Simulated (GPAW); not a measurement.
GaB:

```
Ga B
1.0
     2.71824    0.00000    0.00000
     0.00000    2.71824    0.00000
     0.00000    0.00000    3.23621
Ga B
1 1
Direct
  0.50000 0.50000 0.50000
  0.00000 0.00000 0.00000
```

The cell was built by a generator and needn't be a form met in nature.

Base run:

- Program: GPAW 26.7.0
- Functional: PBE
- Potentials or basis: GPAW PAW data sets (gpaw-data 1.2.1)
- Cutoff: 800 eV
- Basis: pw
- k mesh: 10 × 10 × 8
- Occupations: fermi-dirac, width 0.05 eV
- Spin: no spin polarisation

Its results: band gap on the k mesh none (metal or under the smearing width); pressure 1.0 GPa.

**Question.** After a change of settings the same cell gave: band gap on the k mesh none (metal or under the smearing width); pressure -5.9 GPa. Which change was it?
A. functional from PBE to PBEsol; potentials or basis from GPAW PAW data sets (gpaw-data 1.2.1) to PAW data sets generated in the run's folder for this functional
B. functional from PBE to BLYP; potentials or basis from GPAW PAW data sets (gpaw-data 1.2.1) to PAW data sets generated in the run's folder for this functional
C. functional from PBE to PW91; potentials or basis from GPAW PAW data sets (gpaw-data 1.2.1) to PAW data sets generated in the run's folder for this functional
D. functional from PBE to LDA; potentials or basis from GPAW PAW data sets (gpaw-data 1.2.1) to the program's PAW data sets (release 1.2.1) made for this functional

**Answer.** D.
